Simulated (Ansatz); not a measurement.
**AsF₃ (triplet): the correlation ladder, cc-pVDZ**

How much of the correlation energy of AsF₃ (triplet) does each wave-function method recover here?

Computed with Ansatz 0.2.0, Gaussian basis. Level: cc-pVDZ, core rule «outside noble gas», up to 17 orbitals frozen.

Plan: UHF; CCSD(T) on ROHF; CCSD(T) on UHF; BCCD(T) on ROHF; CISD as a restricted active space (open shells left free, so some higher excitations enter); CCSDT(Q) on ROHF; CCSDT(Q) on UHF; CASSCF and MRCISD+Q, 20 electrons in 13 orbitals; CASSCF and MRCISD+Q(relaxed), 20 electrons in 13 orbitals; CASSCF and NEVPT2, 20 electrons in 13 orbitals.

10 further runs of the same task are left out: 2 for a known fault of the program, 2 that didn't finish, 6 set aside as unsound or not needed. Runs told in other sessions of the task aren't counted.

### Step 1. The geometry

The geometry is a PBE0/def2-TZVP stationary point (not a proven minimum). No spin-orbit coupling is included. The filled d shell of As may be among the frozen orbitals whatever the setting's name suggests.

4 atoms, charge 0, spin multiplicity 3.

Atoms are counted from 1 here; the program's logs count them from 0.

Bond lengths: As1–F2 1.710 Å, As1–F3 1.781 Å, As1–F4 1.781 Å. Angles: F2–As1–F3 100.0°, F2–As1–F4 100.0°, F3–As1–F4 160.1°.

### Step 2. UHF

The input, in.yaml:

```yaml
crystal:
  periodic: [false, false, false]
  atoms:
    - {symbol: As, position_ang: [0.000000, -0.157588, 0.000000]}
    - {symbol: F, position_ang: [0.000000, 1.552094, 0.000000]}
    - {symbol: F, position_ang: [0.000000, -0.465316, 1.753861]}
    - {symbol: F, position_ang: [0.000000, -0.465316, -1.753861]}
basis:
  gaussian: {orbitals: cc-pVDZ}
magnetization: {spin_polarized: true, initial_magnetization: 2}
hamiltonian: {xc: hf}
output: {orbitals: {seedname: orbitals}}
```

Started as:

```bash
$ ansatz run in.yaml --threads 1 --pin off --events-out ev --progress --plain --max-ram 4096MiB --backend cpu
```

After this run come: CCSD(T) on ROHF; CCSD(T) on UHF; BCCD(T) on ROHF; CISD as a restricted active space (open shells left free, so some higher excitations enter); CCSDT(Q) on ROHF; CCSDT(Q) on UHF; CASSCF and MRCISD+Q, 20 electrons in 13 orbitals; CASSCF and MRCISD+Q(relaxed), 20 electrons in 13 orbitals; CASSCF and NEVPT2, 20 electrons in 13 orbitals.

Q: Predict the results of all the runs planned. Wanted: UCCSDT(Q) from the RHF energy; RMP2 from UCCSDT(Q); UMP2 from UCCSDT(Q); RCCSD from UCCSDT(Q); RCCSD(T) from UCCSDT(Q); UCCSD(T) from UCCSDT(Q); RCCSDT(Q) from UCCSDT(Q); NEVPT2 valence from UCCSDT(Q); MRCISD+Q valence from UCCSDT(Q).

The runs gave:

```
                                quantity        value
           UCCSDT(Q) from the ROHF energy  -18.7238 eV
                     RMP2 from UCCSDT(Q)   +598.5 meV
                     UMP2 from UCCSDT(Q)   +713.3 meV
                    RCCSD from UCCSDT(Q)   +464.4 meV
                 RCCSD(T) from UCCSDT(Q)    +88.9 meV
                 UCCSD(T) from UCCSDT(Q)    +86.1 meV
                RCCSDT(Q) from UCCSDT(Q)    +13.3 meV
           NEVPT2 valence from UCCSDT(Q)  +1472.5 meV
         MRCISD+Q valence from UCCSDT(Q)   +372.9 meV
MRCISD+Q(relaxed) valence from UCCSDT(Q)   +325.0 meV
       levels within 1 kcal/mol (43 meV)    RCCSDT(Q)
                           T1 diagnostic        0.021
          effectively unpaired electrons         2.01
```

RCCSD(T) misses by +88.9 meV, 0.5 % of the correlation energy. One determinant dominates. Of the multireference levels listed MRCISD+Q(relaxed) valence comes nearest in total energy (+325.0 meV), which doesn't show that its space is the better one. These misses are within one basis, not against nature; the frozen cores of restricted and unrestricted runs differ, which can shift their rows.
